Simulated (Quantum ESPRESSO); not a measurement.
MoSe:

```
Mo Se
1.0
     3.50023    0.00000    0.00000
     0.00000    3.50023    0.00000
     0.00000    0.00000    3.50023
Mo Se
1 1
Direct
  0.00000 0.00000 0.00000
  0.50000 0.50000 0.50000
```

The cell was built by a generator and needn't be a form met in nature.

Program: Quantum ESPRESSO 7.5. Alike in all runs: task single point; level LDA+U; potentials or basis SSSP 1.3 efficiency PBE; no spin polarisation; cell as given; k mesh 8 × 8 × 8; cutoff (eV) 816; smearing fermi-dirac 0.05 eV.

Question: Order these runs on this cell by their pressure, lowest first.
A. U Mo d U = 3 eV
B. U Mo d U = 5 eV
C. U Mo d U = 4 eV
D. U Mo d U = 6 eV
E. U Mo d U = 8 eV

Answer: E (-29.7 GPa), D (-26.0 GPa), A (-23.9 GPa), C (-17.7 GPa), B (-15.2 GPa).

Caveats: the potentials were made for another functional, which shifts forces and pressure; U without spin polarisation on a metal has little footing (some runs); a pressure of tens of GPa on the cell as given is suspect, and the run, the potentials or the cell itself is likely at fault (some runs).

Not every run made on this cell is shown here.
